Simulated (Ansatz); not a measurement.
Here is an Ansatz input file for K3ScCl6, space group Fm-3m. Write the same calculation for the Python package.

```yaml
crystal:
  lattice:
    - [0.0, 5.462453, 5.462453]
    - [5.462453, 0.0, 5.462453]
    - [5.462453, 5.462453, 0.0]
  atoms:
    - { symbol: K, position: [0.75, 0.75, 0.75] }
    - { symbol: K, position: [0.25, 0.25, 0.25] }
    - { symbol: K, position: [0.5, 0.5, 0.5] }
    - { symbol: Sc, position: [0.0, 0.0, 0.0] }
    - { symbol: Cl, position: [0.77183, 0.22817, 0.22817] }
    - { symbol: Cl, position: [0.22817, 0.22817, 0.77183] }
    - { symbol: Cl, position: [0.22817, 0.77183, 0.77183] }
    - { symbol: Cl, position: [0.22817, 0.77183, 0.22817] }
    - { symbol: Cl, position: [0.77183, 0.22817, 0.77183] }
    - { symbol: Cl, position: [0.77183, 0.77183, 0.22817] }
basis:
  ecutwfc: 510.0
kpoints:
  mp_grid: { grid: [3, 3, 3] }
  band_path:
    path:
      - [0.375, 0.375, 0.75]
      - [0.0, 0.0, 0.0]
      - [0.5, 0.5, 0.5]
      - [0.5, 0.25, 0.75]
      - [0.5, 0.0, 0.5]
    npoints: 4
hamiltonian:
  xc: pbesol
scf:
  n_extra_bands: 6
  occupations: { method: fixed }
```

On the command line:
```console
$ ansatz run input.yaml --threads 1 --pin off --max-ram 3072MiB --backend cpu --events-out ev --progress --plain --runs-dir out
scf.n_extra_bands = 6 over 40 filled bands (N_el = 80.0): the run solves 46 bands
Engine: ansatz 0.2.0, aarch64-unknown-linux-gnu
Pseudopotentials: kind: paw
Pseudopotential: K, paw, valence charge 9, recommended cutoff 420 eV (normal), K.paw.azcp
Pseudopotential: Sc, paw, valence charge 11, recommended cutoff 420 eV (normal), Sc.paw.azcp
Pseudopotential: Cl, paw, valence charge 7, recommended cutoff 420 eV (normal), Cl.paw.azcp
Functional definition: PBEsol
  exchange = pbesol_x
  correlation = pbesol_c
Crystal: 10 atoms, lattice volume = 325.982 Å³
Basis set: ecut = 510 eV, 8609 PW (Γ)
Bands: 46, of which v1, the nominal top of the filled ones, is band 40 counted from 1 (39 counted from 0)
Symmetry: 48 space group operations
Space group: Fm-3m (ITA 225), of the structure as read, at distance tolerance 6.9e-5 Å
k-points: 4 of 27
Non-local potential: K, projectors of the file, l = 0: 3, l = 1: 2, l = 2: 2
Non-local potential: Sc, projectors of the file, l = 0: 3, l = 1: 2, l = 2: 3, l = 3: 1
Non-local potential: Cl, projectors of the file, l = 0: 2, l = 1: 2, l = 2: 2
PAW form: soft (Blöchl's): semilocal exchange-correlation on the pseudo side does not see the compensation charge
PAW frozen core: K, regenerated for the run's functional, and the local potential with it (the file was generated under x = pbe(κ = 0.804, μ = 0.2195149727645171), c = pbe(β = 0.06672455060314922))
PAW frozen core: Sc, regenerated for the run's functional, and the local potential with it (the file was generated under x = pbe(κ = 0.804, μ = 0.2195149727645171), c = pbe(β = 0.06672455060314922))
PAW frozen core: Cl, regenerated for the run's functional, and the local potential with it (the file was generated under x = pbe(κ = 0.804, μ = 0.2195149727645171), c = pbe(β = 0.06672455060314922))
PAW one-centre angular grid: K, 110 points (default); XC on 64 Gauss nodes
PAW one-centre angular grid: Sc, 590 points (default); XC on 64 Gauss nodes
PAW one-centre angular grid: Cl, 110 points (default); XC on 64 Gauss nodes
Initial density: superposition of atomic densities (neutral atoms: chi_scale 0, normalization atom), corrected by the library's trained network
Initial wavefunctions: pseudopotential atomic-orbital guess
Functional: x = pbesol(κ = 0.804, μ = 0.12345679012345678), c = pbesol(β = 0.046)
SCF iter   1: F=—  HF=-13044.305904 eV  |F-HF|=—  |Δ(HF+E_count)|=         —  Δρ=3.15e-3  dr2=4.89e-2  ethr=1.77e-3  ⟨swp⟩=5.0  Hψ=675  notcnv=0  defer=12
preconditioner: auto → Resta (q_TF=auto, 2.159 Å⁻¹)  ε∞=3.4  [insulator: Δε(μ)=3.885 eV  Ē_g=10.869 eV  n_scr=58 (ndim 8)  ℏωp=16.7 eV  f_vac=0.132  ε∞_Penn≈3.4]
SCF iter   2: F=—  HF=-13044.293089 eV  |F-HF|=—  |Δ(HF+E_count)|=   1.28e-2  Δρ=1.22e-3  dr2=4.44e-3  ethr=6.12e-5  ⟨swp⟩=2.8  Hψ=306  notcnv=0  defer=13
SCF iter   3: F=—  HF=-13044.292367 eV  |F-HF|=—  |Δ(HF+E_count)|=   7.22e-4  Δρ=4.63e-4  dr2=7.30e-4  ethr=5.55e-6  ⟨swp⟩=3.0  Hψ=359  notcnv=0  defer=13
SCF iter   4: F=—  HF=-13044.292389 eV  |F-HF|=—  |Δ(HF+E_count)|=   2.25e-5  Δρ=1.49e-4  dr2=5.50e-5  ethr=9.13e-7  ⟨swp⟩=2.2  Hψ=238  notcnv=0  defer=12
SCF iter   5: F=—  HF=-13044.292728 eV  |F-HF|=—  |Δ(HF+E_count)|=   3.39e-4  Δρ=2.11e-5  dr2=1.36e-6  ethr=6.88e-8  ⟨swp⟩=2.8  Hψ=325  notcnv=0  defer=9
SCF iter   6: F=-13044.292731 eV  HF=-13044.292731 eV  |F-HF|=7.84e-8  |Δ(HF+E_count)|=   2.88e-6  Δρ=3.77e-6  dr2=6.87e-8  ethr=1.25e-10  ⟨swp⟩=12.2  Hψ=720  notcnv=0
SCF 1 converged in 6 iterations: F = -13044.292731 eV  dr2 = 6.87e-8
  greatest PAW one-centre occupation: 0.998 electrons in one spin orbital (limit 2), on the Sc atom at site 3 (counted from 0), in its partial waves of l = 0
NSCF: frozen V_eff on 17 k-points
SCF converged after 6 iterations
Free energy (F): -13044.292731 eV
Harris-Foulkes:  -13044.292731 eV  (|F-HF|=7.84e-8)
Internal energy: -13044.292731 eV  (E = F + TS)
E sigma→0 (E₀):  -13044.292731 eV
Fermi energy:    0.772969 eV
--- Per-component energies (eV) ---
  E_band       = -760.805798
  E_kinetic    = 1985.398696
  E_local      = -4975.175177  (includes V_loc(G=0)·N_el)
  E_nonlocal   = 293.261670
  E_hartree    = 1734.445885
  E_xc         = -1140.052644
  E_vxc        = -1348.118898  (∫ρ·V_xc dr)
  E_paw        = -7066.443917  (= ΣΔE_a)
  E_vpaw       = -185.064276  (= ΣTr[D̂ρ^β])
  E_aug_tail   = 0.000185  (compensation charges beyond the density's cutoff)
  E_ewald      = -3876.650701
  E_core_change = 0.923273  (= ΣΔE_core)
  E_smearing   = -0.000000  (= −TS)
  E_closure    = 0.000000  (closes the sum)
  Σ components = -13044.292731   (vs F -13044.292731, Δ=0.00e0)
--- Band table (eV) ---
  k-point 0: bands = ["-47.1077", "-27.6506", "-27.6502", "-26.3909", "-25.8102", "-25.8102", "-25.8102", "-12.2145", "-11.8864", "-11.8864", "-11.8864", "-11.7767", "-11.7767", "-11.1693", "-11.1693", "-11.1693", "-11.1639", "-11.1639", "-11.1639", "-9.9268", "-9.9268", "-9.9268", "-1.9670", "-1.0166", "-1.0166", "-1.0166", "-0.9261", "-0.9261", "-0.9261", "-0.8595", "-0.8595", "0.2186", "0.2186", "0.2186", "0.4605", "0.4605", "0.4605", "0.7730", "0.7730", "0.7730", "4.7692", "4.7692", "4.7692", "5.3550", "6.3773", "6.3773"]
  k-point 1: bands = ["-47.1077", "-27.6505", "-27.6503", "-26.3909", "-25.8102", "-25.8102", "-25.8102", "-12.2341", "-11.8810", "-11.8810", "-11.8724", "-11.7897", "-11.7897", "-11.1645", "-11.1645", "-11.1608", "-11.1608", "-11.1561", "-11.1544", "-9.9484", "-9.9256", "-9.9256", "-1.7253", "-1.0730", "-0.9401", "-0.9094", "-0.9094", "-0.8582", "-0.8582", "-0.7951", "-0.7951", "0.0208", "0.0208", "0.0246", "0.2991", "0.3866", "0.3866", "0.6193", "0.6193", "0.6761", "4.8241", "4.8885", "4.8885", "6.1230", "6.4329", "6.4329"]
  k-point 2: bands = ["-47.1077", "-27.6505", "-27.6503", "-26.3909", "-25.8102", "-25.8102", "-25.8102", "-12.2015", "-11.8998", "-11.8998", "-11.8692", "-11.8232", "-11.7746", "-11.1638", "-11.1632", "-11.1632", "-11.1563", "-11.1563", "-11.1474", "-9.9324", "-9.9261", "-9.9261", "-1.7515", "-1.0951", "-1.0723", "-0.8624", "-0.8380", "-0.8380", "-0.7720", "-0.7720", "-0.7311", "0.0205", "0.0675", "0.0675", "0.1300", "0.3871", "0.3871", "0.4822", "0.4822", "0.7660", "4.7653", "4.9710", "4.9710", "6.0742", "6.3787", "6.4548"]
  k-point 3: bands = ["-47.1077", "-27.6504", "-27.6504", "-26.3909", "-25.8102", "-25.8102", "-25.8102", "-12.2098", "-11.8976", "-11.8889", "-11.8671", "-11.8245", "-11.7872", "-11.1645", "-11.1624", "-11.1577", "-11.1541", "-11.1523", "-11.1463", "-9.9403", "-9.9254", "-9.9253", "-1.6326", "-1.1705", "-0.9318", "-0.8544", "-0.8407", "-0.8324", "-0.7719", "-0.7577", "-0.7546", "0.0150", "0.0632", "0.0873", "0.0958", "0.1547", "0.3612", "0.4515", "0.5226", "0.6414", "4.8645", "4.9505", "4.9853", "6.1634", "6.4327", "7.0650"]
```

`bands_k3sccl6.py`:
```python
"""Band structure of K3ScCl6."""

import warnings

import ansatz as az
from ase import Atoms
import numpy as np

KGRID = (3, 3, 3)
ECUT = 510
XC = "pbesol"
N_EMPTY = 6

warnings.simplefilter("ignore", az.DeckWarning)

atoms = Atoms(
    ["K", "K", "K", "Sc", "Cl", "Cl", "Cl", "Cl", "Cl", "Cl"],
    scaled_positions=[
        (0.75, 0.75, 0.75),
        (0.25, 0.25, 0.25),
        (0.5, 0.5, 0.5),
        (0.0, 0.0, 0.0),
        (0.77183, 0.22817, 0.22817),
        (0.22817, 0.22817, 0.77183),
        (0.22817, 0.77183, 0.77183),
        (0.22817, 0.77183, 0.22817),
        (0.77183, 0.22817, 0.77183),
        (0.77183, 0.77183, 0.22817),
    ],
    cell=[
        (0.0, 5.462453, 5.462453),
        (5.462453, 0.0, 5.462453),
        (5.462453, 5.462453, 0.0),
    ],
    pbc=True,
)
crystal = az.Crystal.from_ase(atoms)

# vertices of the path, as fractions of the reciprocal vectors
path = [
    ("K", (0.375, 0.375, 0.75)),
    ("G", (0.0, 0.0, 0.0)),
    ("L", (0.5, 0.5, 0.5)),
    ("W", (0.5, 0.25, 0.75)),
    ("X", (0.5, 0.0, 0.5)),
]
base = (
    crystal.calculation()
    .kpoints(*KGRID)
    .basis(ECUT)
    .functional(XC)
    .occupations(az.OccupationsMethod.FIXED)
    .band_structure([point for _, point in path], intervals=4)
    .scf(extra_bands=N_EMPTY)
)
planned = base.session().plan(threads=1)
facts = planned.describe()
print("plan:", facts["n_bands"], "bands,", len(facts["kpoints_frac"]), "k-points, plane waves", facts["n_pw_range"], "grid", facts["fft_dense"])
outcome = planned.execute()
data = outcome.report

n_atoms = len(data["lattice"]["sites"])
print("F =", round(data["free_energy_ev"], 4), "eV for", n_atoms, "atoms")
print("E(sigma -> 0) =", round(data["energy_sigma0_ev"], 4), "eV, TS =", round(data["entropy_ts_ev"], 5), "eV")
print("closed by", data["closed_by"], "after", data["n_iterations"], "iterations")

bands = outcome.band_structure()
fermi = bands.fermi_energy_ev
print(f"zero of the bands: {fermi:.3f} eV, the Fermi level found on the SCF mesh")
for spin, channel in enumerate(bands.channels):
    print("channel", spin, "- computed levels within 4 eV of the Fermi level")
    for i, (label, _) in enumerate(path):
        levels = channel.eigenvalues_ev[i * 4] - fermi
        print(f"  {label:3s}", " ".join(f"{e:7.3f}" for e in levels if abs(e) < 4))
```

Running `python bands_k3sccl6.py` prints:
```text
plan: 46 bands, 4 k-points, plane waves [8512, 8609] grid [60, 60, 60]
F = -13044.2927 eV for 10 atoms
E(sigma -> 0) = -13044.2927 eV, TS = 0.0 eV
closed by deck_thresholds after 6 iterations
zero of the bands: 0.773 eV, the Fermi level found on the SCF mesh
channel 0 - computed levels within 4 eV of the Fermi level
  K    -2.424  -1.943  -1.770  -1.629  -1.595  -1.565  -1.552  -1.497  -1.492  -0.754  -0.713  -0.709  -0.684  -0.592  -0.410  -0.365  -0.309  -0.087
  G    -2.740  -1.790  -1.790  -1.790  -1.699  -1.699  -1.699  -1.633  -1.633  -0.554  -0.554  -0.554  -0.312  -0.312  -0.312   0.000   0.000   0.000   3.996   3.996   3.996
  L    -2.385  -1.920  -1.662  -1.658  -1.658  -1.600  -1.600  -1.522  -1.522  -0.920  -0.843  -0.843  -0.436  -0.398  -0.398  -0.213  -0.213  -0.140
  W    -2.413  -1.949  -1.693  -1.693  -1.614  -1.611  -1.524  -1.524  -1.437  -0.757  -0.757  -0.678  -0.566  -0.566  -0.555  -0.426  -0.175  -0.175
  X    -2.484  -1.925  -1.864  -1.636  -1.572  -1.572  -1.484  -1.437  -1.437  -0.802  -0.763  -0.763  -0.671  -0.426  -0.426  -0.398  -0.398  -0.009   3.992
```

Reading the output:
- Absolute energies stand on the zero of these potentials, so only differences at equal settings mean something. A total without «per atom» is that of the cell as typed.
- Spin is left out of this run.
- The computed bands are complete only to about 5.6 eV above the Fermi level.
- Under fixed occupations the level called the Fermi level is the highest filled one on the SCF mesh; off the mesh a filled band can lie a little above it.
- The structure comes from a database of computed cells and needn't be a stable or known phase.
- Gaps and levels are Kohn-Sham values on a finite set of k-points.
- Finished in 11 s on 1 thread of Arm Neoverse V2, with other jobs on the host, peak memory 0.62 GiB.

(Lines on the test bed's own set-up are left out of the output.)
